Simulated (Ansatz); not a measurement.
# ZnInCuAgPb: the cost of one run

Program: Ansatz 0.2.0. Level of theory: DFT PBE, scalar-relativistic, plane waves, PAW. These are calculated values, not measurements.

## 1. The system as given

The cell holds 20 atoms (Ag4Cu4In4Pb4Zn4): a = 8.180 Å, b = 8.180 Å, c = 8.180 Å, α = 106.60°, β = 106.60°, γ = 115.38°.

The sites of an ideal fcc lattice, at a guessed lattice constant, take 4 Ag, 4 Pb, 4 In, 4 Cu, 4 Zn (sublattices apart by semicolons), with a shake of 0.02 Å. Warren-Cowley parameters of the first shell (negative: unlike neighbours preferred): Ag-Cu +0.06, Ag-In -0.04, Ag-Pb -0.35, Ag-Zn +0.17, Cu-In -0.35, Cu-Pb -0.25. In a cell this small the draw can fall short of the order aimed at.

Coordinates:

```
CELL_PARAMETERS angstrom
-6.55883 4.37256 2.18628
6.55883 4.37256 -2.18628
-2.18628 -4.37256 -6.55883
ATOMIC_POSITIONS crystal
Cu 0.39758 0.79511 0.19749
Cu 0.99705 0.99685 0.00273
Cu 0.79922 0.59474 0.39636
Cu 0.89998 0.30050 0.20061
Zn 0.60442 0.20059 0.80113
Zn 0.69806 0.89597 0.59574
Zn 0.30473 0.10456 0.40338
Zn 0.85489 0.95679 0.30277
Ag 0.09736 0.69900 0.79668
Ag 0.19672 0.40162 0.59906
Ag 0.74320 0.24724 0.49870
Ag 0.50466 0.50024 0.99795
In 0.55003 0.84819 0.89978
In 0.15091 0.05031 0.69816
In 0.35051 0.44845 0.29816
In 0.95094 0.64701 0.09736
Pb 0.04802 0.34830 0.90152
Pb 0.24845 0.74854 0.49421
Pb 0.64921 0.54713 0.69520
Pb 0.45196 0.15355 0.10323
```

## 2. Relaxation without symmetry, coarse mesh

Cell and atoms move without symmetry, on a coarse mesh with loose thresholds.

input.yaml

```yaml
crystal:
  lattice:
    - [-6.55883469, 4.37255646, 2.18627823]
    - [6.55883469, 4.37255646, -2.18627823]
    - [-2.18627823, -4.37255646, -6.55883469]
  atoms:
    - { symbol: Cu, position: [0.3975844932, 0.7951135859, 0.1974873138] }
    - { symbol: Cu, position: [0.9970483293, 0.9968477835, 0.0027283782] }
    - { symbol: Cu, position: [0.7992203299, 0.5947426832, 0.3963648758] }
    - { symbol: Cu, position: [0.8999764588, 0.3004968796, 0.2006072559] }
    - { symbol: Zn, position: [0.6044240659, 0.2005926066, 0.8011336034] }
    - { symbol: Zn, position: [0.6980631362, 0.8959716255, 0.595736643] }
    - { symbol: Zn, position: [0.3047339419, 0.1045599076, 0.4033753998] }
    - { symbol: Zn, position: [0.8548886375, 0.9567904392, 0.3027652533] }
    - { symbol: Ag, position: [0.0973569678, 0.698995138, 0.7966849131] }
    - { symbol: Ag, position: [0.1967152824, 0.4016185412, 0.5990635758] }
    - { symbol: Ag, position: [0.7431962965, 0.247240213, 0.4986999296] }
    - { symbol: Ag, position: [0.5046580814, 0.5002434108, 0.9979450814] }
    - { symbol: In, position: [0.5500339079, 0.8481946589, 0.8997814181] }
    - { symbol: In, position: [0.1509083645, 0.0503123444, 0.6981612951] }
    - { symbol: In, position: [0.3505050295, 0.4484515757, 0.2981604983] }
    - { symbol: In, position: [0.9509353313, 0.6470066956, 0.0973586636] }
    - { symbol: Pb, position: [0.0480225923, 0.3483034622, 0.9015225707] }
    - { symbol: Pb, position: [0.2484523012, 0.7485449664, 0.4942112478] }
    - { symbol: Pb, position: [0.6492122079, 0.5471329041, 0.6952029796] }
    - { symbol: Pb, position: [0.4519617384, 0.1535537188, 0.1032313132] }
  symmetry: { detect: false }
basis:
  ecutwfc: 420
kpoints:
  mp_grid: { grid: [2, 2, 2], shift: [0.5, 0.5, 0.5] }
hamiltonian:
  xc: pbe
scf:
  occupations: { method: gaussian, width: 0.1 }
  lower_state_search: "off"
output:
  forces: true
  stress: true
  eigenvalues: true
relax:
  adjacent_minimum: "off"
  f_tol: 0.04
  max_steps: 50
  cell: { stress_tol: 0.3 }
```

Launch:

```
$ ansatz run input.yaml --threads 4 --pin off --max-ram 9216MiB --backend cpu --events-out ev --progress --plain --runs-dir out
```

Q: Estimate wall time and peak memory on 4 threads of Intel Xeon Platinum 8175M at 2.50GHz (Skylake/Cascade Lake), shared host.

About 8.4 min, with a peak of 2 GiB.
